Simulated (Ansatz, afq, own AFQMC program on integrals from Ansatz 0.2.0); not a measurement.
# WSiH2+ (sextet): AFQMC on the coupled-cluster ladder at distance W1–Si2 = 2.639 Å, def2-SVP

Aim: compute WSiH2+ (sextet) with auxiliary-field quantum Monte Carlo on the same integrals as coupled cluster, and set the energies side by side.

Computed with Ansatz 0.2.0, Gaussian basis, and an in-house AFQMC program (afq) on its integrals; all values are calculated. Level: def2-SVP, frozen cores.

Plan: CCSD(T) on UHF; PBE (unrestricted); CCSDT(Q) on UHF; r2SCAN (unrestricted); PBE0 (unrestricted); B3LYP (unrestricted); wB97M-V (unrestricted); B2PLYP (unrestricted); Phaseless AFQMC, CISD trial on UHF.

1 further run of the same task is left out (it didn't finish).

**1. The system**

The geometry derives from a PBE0/def2-TZVP stationary point (not a proven minimum). One bond is set to the value named and the two fragments are kept rigid. No spin-orbit coupling is included. Elements past krypton take def2 core potentials.

4 atoms, charge 1, spin multiplicity 6.

Atoms are counted from 1 here; the program's logs count them from 0.

Bond lengths: W1–Si2 2.639 Å, Si2–H3 1.484 Å, Si2–H4 1.484 Å. Angles: W1–Si2–H3 124.7°, W1–Si2–H4 124.7°, H3–Si2–H4 110.6°.

Geometry (Å):

| atom | x (Å) | y (Å) | z (Å) |
| --- | --- | --- | --- |
| W1 | 0.0000 | 0.0000 | 0.3793 |
| Si2 | 0.0000 | 0.0000 | -2.2597 |
| H3 | 0.0000 | -1.2203 | -3.1047 |
| H4 | 0.0000 | 1.2203 | -3.1047 |

**2. CCSD(T) on UHF**

in.yaml

```yaml
crystal:
  periodic: [false, false, false]
  atoms:
    - {symbol: W, position_ang: [0.000000, 0.000000, 0.379267]}
    - {symbol: Si, position_ang: [0.000000, 0.000000, -2.259733]}
    - {symbol: H, position_ang: [0.000000, -1.220253, -3.104734]}
    - {symbol: H, position_ang: [0.000000, 1.220253, -3.104734]}
basis:
  gaussian: {orbitals: def2-SVP}
total_charge: 1
magnetization: {spin_polarized: true, initial_magnetization: 5}
correlation: {method: ccsd_t, electrons: outside_noble_gas, hamiltonian_folder: ham}
```

Run with:

```console
ansatz run in.yaml --threads 1 --pin off --events-out ev --progress --plain --max-ram 16896MiB --backend cuda --devices 0, --max-vram 18GiB
```

The log of the run, cut to the lines that bear on the results:

```text
Functional definition: HF
  name "HF"
  cite "Fock, Z. Phys. 61, 126 (1930) doi:10.1007/BF01340294"
  parent pbe
[...]
587 factors; integrals over basis functions are off by at most 1.2e-3 eV
[...]
mean field -9689.82900502 eV, -356.0946479323 hartree, gradient 2.4e-6 eV, S^2 8.782587; 18 other end points of the search recorded, 0 dependent functions left out
determinant -9689.82900502 eV, -356.0946479323 hartree, with singles and doubles -9694.54723901 eV, -356.2680398335 hartree
determinant -9688.00055860 eV, -356.0274537659 hartree, with singles and doubles -9692.47351849 eV, -356.1918320099 hartree
determinant -9687.96611027 eV, -356.0261878132 hartree, with singles and doubles -9692.44376119 eV, -356.1907384493 hartree
determinant -9687.96545656 eV, -356.0261637898 hartree, with singles and doubles -9692.44611139 eV, -356.1908248177 hartree
determinant -9687.92453114 eV, -356.0246598085 hartree, with singles and doubles -9692.55880262 eV, -356.1949661441 hartree
determinant -9687.90713699 eV, -356.0240205849 hartree, with singles and doubles -9692.53158582 eV, -356.1939659451 hartree
determinant -9687.88468919 eV, -356.0231956436 hartree, with singles and doubles -9692.52510539 eV, -356.1937277935 hartree
determinant -9687.87350891 eV, -356.0227847761 hartree, with singles and doubles -9692.46620584 eV, -356.1915632750 hartree
determinant -9687.83311608 eV, -356.0213003669 hartree, with singles and doubles -9692.25991448 eV, -356.1839822073 hartree
determinant -9687.66574497 eV, -356.0151495919 hartree, with singles and doubles -9692.21621019 eV, -356.1823761044 hartree
determinant -9687.55168479 eV, -356.0109579577 hartree, with singles and doubles -9691.92712211 eV, -356.1717523134 hartree
9 core orbitals not correlated: weight in the atoms' cores, before any rotation towards them, 0.999 or more for the frozen orbitals, at most 0.000 for the correlated occupied ones
reference -9689.82900502 eV, -356.0946479323 hartree; 8, 3 occupied and 43, 48 virtual orbitals, 587 factors
second order -3.82762380 eV of doubles, -0.00000000 eV of singles
cycle   1  -4.71869361 eV  change   -4.6e-4 eV  update   2.4e-3
[...]
cycle   9  -4.72074147 eV  change    2.4e-6 eV  update   4.6e-6
perturbative correction -0.13295389 eV, -0.0048859653 hartree
Total energy: -9694.68270038 eV, -356.2730179470 hartree
```

Run time: 4 s. Hardware: 1 × NVIDIA H100 80GB HBM3 with 1 thread of AMD EPYC 7R13 (Zen 3), shared host; peak host memory 1.7 GiB.

From the report: ⟨S²⟩ of the determinant 8.783 (pure sextet: 8.75); correlation -4.8537 eV; T1 0.035; largest double amplitude 0.06.

This run also writes the integrals to the folder ham.

**3. PBE (unrestricted)**

Edit in.yaml of step 2 so:

```diff
@@ -11,2 +11,3 @@
 magnetization: {spin_polarized: true, initial_magnetization: 5}
-correlation: {method: ccsd_t, electrons: outside_noble_gas, hamiltonian_folder: ham}
+hamiltonian: {xc: {name: PBE}}
+output: {orbitals: {seedname: orbitals}}
```

Run with:

```console
ansatz run in.yaml --threads 1 --pin off --events-out ev --progress --plain --max-ram 5632MiB --backend cpu
```

The log of the run:

```text
Functional definition: PBE
  name "PBE"
  cite "Perdew, Burke & Ernzerhof, Phys. Rev. Lett. 77, 3865 (1996) doi:10.1103/PhysRevLett.77.3865"
  parent pbe
  parameter kappa = 0.804
  parameter beta = 0.06672455060314922
  exchange = pbe_x(kappa = kappa, mu = beta*pi^2/3)
  correlation = pbe_c(beta = beta)
619 factors; their error is unknown
mean field evaluation 1: about -9715.2305 eV, gradient 2.1e1 eV
mean field evaluation 2: about -9707.0235 eV, gradient 3.8e1 eV
mean field evaluation 4: about -9718.4609 eV, gradient 2.0e0 eV
mean field evaluation 8: about -9718.4377 eV, gradient 1.0e-1 eV
mean field evaluation 16: about -9714.7989 eV, gradient 1.3e1 eV
mean field evaluation 32: about -9716.3015 eV, gradient 5.0e-2 eV
mean field evaluation 64: about -9716.5559 eV, gradient 2.1e0 eV
mean field evaluation 96: about -9718.2356 eV, gradient 4.6e0 eV
mean field -9718.43773555 eV, -357.1459993878 hartree, gradient 3.9e-5 eV, S^2 8.768484; 12 other end points of the search recorded, 0 dependent functions left out
reference -9718.43777925 eV, -357.1460009936 hartree; 17, 12 occupied and 43, 48 virtual orbitals, 619 factors
Total energy: -9718.43777925 eV, -357.1460009936 hartree
```

Run time: 9.5 s. Hardware: 1 thread of AMD EPYC 7R13 (Zen 3), shared host; peak memory 1.7 GiB.

From the report: ⟨S²⟩ of the determinant 8.768 (pure sextet: 8.75).

**4. CCSDT(Q) on UHF**

Edit in.yaml of step 3 so:

```diff
@@ -11,3 +11,2 @@
 magnetization: {spin_polarized: true, initial_magnetization: 5}
-hamiltonian: {xc: {name: PBE}}
-output: {orbitals: {seedname: orbitals}}
+correlation: {method: ccsdt_q, electrons: outside_noble_gas}
```

Run with:

```console
ansatz run in.yaml --threads 1 --pin off --events-out ev --progress --plain --max-ram 16896MiB --backend cuda --devices 0, --max-vram 18GiB
```

The log of the run, cut to the lines that bear on the results:

```text
Functional definition: HF
  name "HF"
  cite "Fock, Z. Phys. 61, 126 (1930) doi:10.1007/BF01340294"
  parent pbe
[...]
1029 factors; integrals over basis functions are off by at most 2.1e-7 eV
[...]
mean field -9689.82903229 eV, -356.0946489346 hartree, gradient 2.3e-6 eV, S^2 8.782587; 18 other end points of the search recorded, 0 dependent functions left out
determinant -9689.82903229 eV, -356.0946489346 hartree, with singles and doubles -9694.54723232 eV, -356.2680395878 hartree
determinant -9688.00059111 eV, -356.0274549607 hartree, with singles and doubles -9692.47352203 eV, -356.1918321400 hartree
determinant -9687.96614437 eV, -356.0261890664 hartree, with singles and doubles -9692.44376584 eV, -356.1907386204 hartree
determinant -9687.96549025 eV, -356.0261650279 hartree, with singles and doubles -9692.44611538 eV, -356.1908249642 hartree
[...]
determinant -9687.83314736 eV, -356.0213015163 hartree, with singles and doubles -9692.25991678 eV, -356.1839822921 hartree
determinant -9687.66577755 eV, -356.0151507894 hartree, with singles and doubles -9692.21621247 eV, -356.1823761881 hartree
determinant -9687.55172047 eV, -356.0109592688 hartree, with singles and doubles -9691.92712055 eV, -356.1717522562 hartree
9 core orbitals not correlated: weight in the atoms' cores, before any rotation towards them, 0.999 or more for the frozen orbitals, at most 0.000 for the correlated occupied ones
reference -9689.82903229 eV, -356.0946489346 hartree; 8, 3 occupied and 43, 48 virtual orbitals, 1029 factors
second order -3.82761655 eV of doubles, -0.00000000 eV of singles
cycle   1  -4.42072276 eV  change   -5.9e-1 eV  update   8.1e-2
[...]
cycle  20  -4.89236273 eV  change    4.4e-8 eV  update   8.3e-7
perturbative correction -0.00768391 eV, -0.0002823783 hartree
Total energy: -9694.72907893 eV, -356.2747223272 hartree
```

It took 5.5 s on 1 × NVIDIA H100 80GB HBM3 with 1 thread of AMD EPYC 7R13 (Zen 3), shared host; peak host memory 1.7 GiB.

From the report: ⟨S²⟩ of the determinant 8.783 (pure sextet: 8.75); correlation -4.9000 eV; T1 0.040; largest double amplitude 0.08.

**5. r2SCAN (unrestricted)**

Edit in.yaml of step 4 so:

```diff
@@ -11,2 +11,2 @@
 magnetization: {spin_polarized: true, initial_magnetization: 5}
-correlation: {method: ccsdt_q, electrons: outside_noble_gas}
+hamiltonian: {xc: {name: r2SCAN}}
```

Run with:

```console
ansatz run in.yaml --threads 1 --pin off --events-out ev --progress --plain --max-ram 5632MiB --backend cpu
```

The log of the run, cut to the lines that bear on the results:

```text
Functional definition: r2SCAN
  name "r2SCAN"
  cite "Furness, Kaplan, Ning, Perdew & Sun, J. Phys. Chem. Lett. 11, 8208 (2020) doi:10.1021/acs.jpclett.0c02405"
  cite "Furness, Kaplan, Ning, Perdew & Sun, J. Phys. Chem. Lett. 11, 9248 (2020) doi:10.1021/acs.jpclett.0c03077"
  parent r2scan
[...]
619 factors; their error is unknown
[...]
mean field -9722.04176055 eV, -357.2784448638 hartree, gradient 6.0e-5 eV, S^2 8.782463; 9 other end points of the search recorded, 0 dependent functions left out
reference -9722.04177782 eV, -357.2784454982 hartree; 17, 12 occupied and 43, 48 virtual orbitals, 619 factors
Total energy: -9722.04177782 eV, -357.2784454982 hartree
```

Wall time 26 s (1 thread of AMD EPYC 7R13 (Zen 3), shared host); peak memory 1.7 GiB.

From the report: ⟨S²⟩ of the determinant 8.782 (pure sextet: 8.75).

**6. PBE0 (unrestricted)**

Edit in.yaml of step 5 so:

```diff
@@ -11,2 +11,3 @@
 magnetization: {spin_polarized: true, initial_magnetization: 5}
-hamiltonian: {xc: {name: r2SCAN}}
+hamiltonian: {xc: {name: PBE0}}
+output: {orbitals: {seedname: orbitals}}
```

The command is unchanged.

The log of the run:

```text
Functional definition: PBE0
  name "PBE0"
  cite "Adamo & Barone, J. Chem. Phys. 110, 6158 (1999) doi:10.1063/1.478522"
  cite "Perdew, Burke & Ernzerhof, Phys. Rev. Lett. 77, 3865 (1996) doi:10.1103/PhysRevLett.77.3865"
  parent pbe
  parameter a = 0.25
  parameter kappa = 0.804
  parameter beta = 0.06672455060314922
  exchange = (1 - a)*pbe_x(kappa = kappa, mu = beta*pi^2/3) + a*exact_x
  correlation = pbe_c(beta = beta)
587 factors; integrals over basis functions are off by at most 1.2e-3 eV
mean field evaluation 1: about -9716.4098 eV, gradient 1.7e1 eV
mean field evaluation 2: about -9715.6916 eV, gradient 1.9e1 eV
mean field evaluation 4: about -9718.0736 eV, gradient 8.6e-1 eV
mean field evaluation 8: about -9718.1051 eV, gradient 1.7e-1 eV
mean field evaluation 16: about -9718.1057 eV, gradient 2.5e-4 eV
mean field -9718.10566624 eV, -357.1337960658 hartree, gradient 8.8e-5 eV, S^2 8.771159; 0 other end points of the search recorded, 0 dependent functions left out
reference -9718.10569950 eV, -357.1337972881 hartree; 17, 12 occupied and 43, 48 virtual orbitals, 587 factors
Total energy: -9718.10569950 eV, -357.1337972881 hartree
```

It took 2 s on 1 thread of AMD EPYC 7R13 (Zen 3), shared host; peak memory 1.7 GiB.

From the report: ⟨S²⟩ of the determinant 8.771 (pure sextet: 8.75).

**7. B3LYP (unrestricted)**

Edit in.yaml of step 6 so:

```diff
@@ -11,3 +11,2 @@
 magnetization: {spin_polarized: true, initial_magnetization: 5}
-hamiltonian: {xc: {name: PBE0}}
-output: {orbitals: {seedname: orbitals}}
+hamiltonian: {xc: {name: B3LYP}}
```

The command is unchanged.

The log of the run, cut to the lines that bear on the results:

```text
Functional definition: B3LYP
  name "B3LYP"
  cite "Stephens, Devlin, Chabalowski & Frisch, J. Phys. Chem. 98, 11623 (1994) doi:10.1021/j100096a001"
  cite "Becke, Phys. Rev. A 38, 3098 (1988) doi:10.1103/PhysRevA.38.3098"
  cite "Lee, Yang & Parr, Phys. Rev. B 37, 785 (1988) doi:10.1103/PhysRevB.37.785"
  cite "Vosko, Wilk & Nusair, Can. J. Phys. 58, 1200 (1980) doi:10.1139/p80-159"
[...]
587 factors; integrals over basis functions are off by at most 1.2e-3 eV
[...]
mean field -9722.73170240 eV, -357.3037997590 hartree, gradient 3.6e-5 eV, S^2 8.761866; 0 other end points of the search recorded, 0 dependent functions left out
reference -9722.73192041 eV, -357.3038077708 hartree; 17, 12 occupied and 43, 48 virtual orbitals, 587 factors
Total energy: -9722.73192041 eV, -357.3038077708 hartree
```

It took 2 s on 1 thread of AMD EPYC 7R13 (Zen 3), shared host; peak memory 1.7 GiB.

From the report: ⟨S²⟩ of the determinant 8.762 (pure sextet: 8.75).

**8. wB97M-V (unrestricted)**

Edit in.yaml of step 7 so:

```diff
@@ -11,2 +11,3 @@
 magnetization: {spin_polarized: true, initial_magnetization: 5}
-hamiltonian: {xc: {name: B3LYP}}
+hamiltonian: {xc: {name: wB97M-V}}
+output: {orbitals: {seedname: orbitals}}
```

Same command.

The log of the run, cut to the lines that bear on the results:

```text
Functional definition: wB97M-V
  name "wB97M-V"
  cite "Mardirossian & Head-Gordon, J. Chem. Phys. 144, 214110 (2016) doi:10.1063/1.4952647"
  cite "Becke, J. Chem. Phys. 107, 8554 (1997) doi:10.1063/1.475007"
  cite "Vydrov & Van Voorhis, J. Chem. Phys. 133, 244103 (2010) doi:10.1063/1.3521275"
  # Of w^i u^j: cxij and so on, Table III.
[...]
  gx(w, u) = 1 - cx + cx01*u + cx10*w
  gss(w, u) = css00 + css04*u^4 + css10*w + css20*w^2 + css43*w^4*u^3
  gos(w, u) = cos00 + cos10*w + (cos20 + cos21*u)*w^2 + (cos60 + cos61*u)*w^6
[...]
      + integral(e_c_pw_mod_opposite_spin*gos(b97_w_opposite, b97_u_opposite)) + vv10(b, c)
587 factors; integrals over basis functions are off by at most 1.2e-3 eV
188 factors; integrals over basis functions are off by at most 6.4e-4 eV
[...]
mean field -9718.27753539 eV, -357.1401121406 hartree, gradient 8.1e-5 eV, S^2 8.763467; 0 other end points of the search recorded, 0 dependent functions left out
reference -9718.27758032 eV, -357.1401137916 hartree; 17, 12 occupied and 43, 48 virtual orbitals, 587 factors
Total energy: -9718.27758032 eV, -357.1401137916 hartree
```

Run time: 10 s. Hardware: 1 thread of AMD EPYC 7R13 (Zen 3), shared host; peak memory 1.7 GiB.

From the report: ⟨S²⟩ of the determinant 8.763 (pure sextet: 8.75).

**9. B2PLYP (unrestricted)**

Edit in.yaml of step 8 so:

```diff
@@ -11,3 +11,3 @@
 magnetization: {spin_polarized: true, initial_magnetization: 5}
-hamiltonian: {xc: {name: wB97M-V}}
-output: {orbitals: {seedname: orbitals}}
+hamiltonian: {xc: {name: B2PLYP}}
+correlation: {electrons: outside_noble_gas}
```

Same command.

The log of the run, cut to the lines that bear on the results:

```text
Functional definition: B2PLYP
  name "B2PLYP"
  cite "Grimme, J. Chem. Phys. 124, 034108 (2006) doi:10.1063/1.2148954"
  cite "Becke, Phys. Rev. A 38, 3098 (1988) doi:10.1103/PhysRevA.38.3098"
  cite "Lee, Yang & Parr, Phys. Rev. B 37, 785 (1988) doi:10.1103/PhysRevB.37.785"
[...]
587 factors; integrals over basis functions are off by at most 1.2e-3 eV
[...]
mean field -9711.05527643 eV, -356.8746990192 hartree, gradient 5.5e-6 eV, S^2 8.766808; 2 other end points of the search recorded, 0 dependent functions left out
9 core orbitals not correlated: weight in the atoms' cores, before any rotation towards them, 1.000 or more for the frozen orbitals, at most 0.000 for the correlated occupied ones
reference -9711.05541355 eV, -356.8747040583 hartree; 8, 3 occupied and 43, 48 virtual orbitals, 587 factors
second order -5.07793783 eV of doubles, -0.00000000 eV of singles
Total energy: -9712.42645677 eV, -356.9250889671 hartree
```

Run time: 2.6 s. Hardware: 1 thread of AMD EPYC 7R13 (Zen 3), shared host; peak memory 1.7 GiB.

From the report: ⟨S²⟩ of the determinant 8.767 (pure sextet: 8.75).

**10. Phaseless AFQMC, CISD trial on UHF**

It reads the integrals that the CCSD(T) run on this determinant wrote.

Run with:

```console
afq ham --method phaseless --trial cisd --walkers 4000 --populations 20 --least-time 60 --time-step 0.005 --steps-per-block 50 --equilibration-blocks 40 --max-blocks 4000 --target-error 0.0002 --factor-cut 1e-05 --start spin_pure --seed 1276 --release-times 0.24,0.6,1.2,2,3,4.2 --release-step 0.04 --release-every 3 --taylor-order 6
```

The log of the run:

```text
orbitals 51  electrons 8 3  factors 413 of 587
reference energy -356.09464793 Eh
CCSD correlation -0.17348402 Eh in 15 cycles, weight of the determinant in the CISD state 0.8683
energy of the start -356.267607 Eh
 block  time / (1/Eh)  mean weight  energy / Eh
     1     0.250  0.9998  -356.265722
     2     0.500  0.9998  -356.266432
     3     0.750  0.9999  -356.267721
     4     1.000  1.0000  -356.268819
     5     1.250  1.0000  -356.269986
     6     1.500  1.0001  -356.270764
     7     1.750  1.0000  -356.271502
     8     2.000  1.0000  -356.271688
     9     2.250  1.0000  -356.272338
    10     2.500  0.9997  -356.273006
    11     2.750  1.0000  -356.273062
    13     3.250  0.9999  -356.273508
    15     3.750  1.0002  -356.273695
    17     4.250  1.0002  -356.273268
    19     4.750  1.0001  -356.273678
    21     5.250  1.0000  -356.273636
    23     5.750  0.9999  -356.273529
    25     6.250  0.9998  -356.273986
    27     6.750  1.0000  -356.273678
    29     7.250  1.0000  -356.274077
    31     7.750  0.9999  -356.273778
    33     8.250  1.0001  -356.273829
    35     8.750  1.0000  -356.273069
    37     9.250  0.9998  -356.273424
    39     9.750  1.0001  -356.273454
    41    10.250  0.9997  -356.273819
    43    10.750  1.0001  -356.273713
    45    11.250  1.0000  -356.273769
    47    11.750  1.0001  -356.273797
    49    12.250  1.0001  -356.273238
    51    12.750  0.9998  -356.273410
    53    13.250  0.9999  -356.273657
    55    13.750  1.0000  -356.273661
    57    14.250  1.0003  -356.273312
    59    14.750  1.0001  -356.273422
    61    15.250  1.0004  -356.273721
    63    15.750  1.0003  -356.273458
    65    16.250  1.0001  -356.273490
    67    16.750  1.0001  -356.273248
    69    17.250  0.9996  -356.273949
    71    17.750  1.0002  -356.273917
    73    18.250  1.0002  -356.273520
    75    18.750  1.0000  -356.273982
    77    19.250  0.9997  -356.273862
    79    19.750  1.0000  -356.273527
    81    20.250  1.0002  -356.273389
    83    20.750  0.9999  -356.273268
    85    21.250  1.0001  -356.273838
    87    21.750  1.0003  -356.273412
    89    22.250  1.0000  -356.273346
error from the spread of 20 populations
released: time / (1/Eh)  energy / Eh  error  mean overlap
  0.24  -356.273754  0.000135  0.9966
  0.60  -356.273977  0.000088  0.9970
  1.20  -356.274373  0.000101  0.9949
  2.00  -356.274514  0.000166  0.9910
  3.00  -356.274657  0.000258  0.9887
  4.20  -356.274452  0.000246  1.0000
energy -356.273574 +/- 0.000131 Eh
```

It took 63 s on 1 × NVIDIA H100 80GB HBM3 with 2 threads of AMD EPYC 7R13 (Zen 3), shared host; peak host memory 1.7 GiB.

Energy -9694.6978 ± 0.0036 eV. Caveats: constraint bias not in the error.

**11. All levels side by side**

On the UHF determinant, counted from CCSDT(Q) (a yardstick, not exact):

| level | energy (eV) | from CCSDT(Q) (kcal/mol) | statistical error (kcal/mol) | time |
| --- | --- | --- | --- | --- |
| HF | -9689.8290 | +113.00 |  |  |
| MP2 | -9693.6566 | +24.73 |  |  |
| CCSD | -9694.5497 | +4.14 |  |  |
| CCSD(T) | -9694.6827 | +1.07 |  |  |
| CCSDT(Q) | -9694.7291 | 0.00 |  |  |
| Phaseless AFQMC, CISD trial, step 0.005, 4000 walkers | -9694.6978 | +0.72 | 0.08 | 63 s |

The functionals' totals stand on their own zeros and serve differences with other points: PBE -9718.438 eV; r2SCAN -9722.042 eV; PBE0 -9718.106 eV; B3LYP -9722.732 eV; wB97M-V -9718.278 eV; B2PLYP -9712.426 eV.

**12. Outcome**

| quantity | value |
| --- | --- |
| CCSD(T) on UHF from CCSDT(Q) | +1.07 kcal/mol |
| Phaseless AFQMC, CISD trial on UHF from CCSDT(Q) | +0.72 ± 0.08 kcal/mol |

**Reading.** On UHF the phaseless walk with the CISD trial lies +0.72 kcal/mol from CCSDT(Q), 9 times its error bar. Error bars are statistical and leave out the constraint, the time step and what remains of the start. W carries a core potential, and spin-orbit coupling is left out.
